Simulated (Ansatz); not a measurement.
# ClCuH2O: small, medium and large basis sets

The task here is to estimate one member of a computed series from the others.

Computed with Ansatz 0.2.0, Gaussian basis. Level: one geometry, several basis sets.

The runs, in order: PBE0-D4/def2-SVP; ωB97M-V/def2-SVP; PBE0-D4/def2-QZVPP; ωB97M-V/def2-QZVPP; the functionals' def2-TZVPP values are taken from earlier runs.

## The geometry

An earlier PBE0-D4 in a triple-zeta def2 set relaxation fixed the geometry.

SMILES `[OH2+][Cu-][Cl]`, 5 atoms, charge 0, spin multiplicity 1.

Atoms are counted from 1 here; the program's logs count them from 0.

Bond lengths: O1–Cu2 1.957 Å, O1–H4 0.962 Å, O1–H5 0.962 Å, Cu2–Cl3 2.072 Å. Angles: Cu2–O1–H4 115.2°, Cu2–O1–H5 115.2°, H4–O1–H5 107.1°, O1–Cu2–Cl3 179.4°.

Set-up of the first run:

Input file in.yaml:

```yaml
crystal:
  periodic: [false, false, false]
  atoms:
    - {symbol: O, position_ang: [-0.651307, 0.716853, -0.357016]}
    - {symbol: Cu, position_ang: [0.713609, -0.423768, 0.458123]}
    - {symbol: Cl, position_ang: [2.150560, -1.649249, 1.309910]}
    - {symbol: H, position_ang: [-1.560179, 0.489143, -0.137423]}
    - {symbol: H, position_ang: [-0.602681, 0.793319, -1.315092]}
basis:
  gaussian: {orbitals: def2-SVP}
hamiltonian: {xc: pbe0, dispersion: d4}
output: {orbitals: {seedname: orbitals}}
```

Among the steps run: PBE0-D4 in def2-SVP; ωB97M-V in def2-SVP; PBE0-D4 in def2-QZVPP; ωB97M-V in def2-QZVPP.

One table of the session follows, with a row left open; its other results are not shown here.

It belongs to the step «Functionals by basis». 

| functional | basis | HOMO (eV) | LUMO (eV) |
| --- | --- | --- | --- |
| PBE0-D4 | def2-SVP | ? | ? |
| PBE0-D4 | def2-TZVPP | -6.70 | -1.33 |
| PBE0-D4 | def2-QZVPP | -6.78 | -1.60 |
| ωB97M-V | def2-SVP | -8.40 | 0.50 |
| ωB97M-V | def2-TZVPP | -9.05 | 0.18 |
| ωB97M-V | def2-QZVPP | -9.14 | -0.44 |

Estimate the missing values for PBE0-D4, def2-SVP.

The run gave: HOMO (eV): -6.11; LUMO (eV): -0.91. In the column «HOMO (eV)» it is the highest.
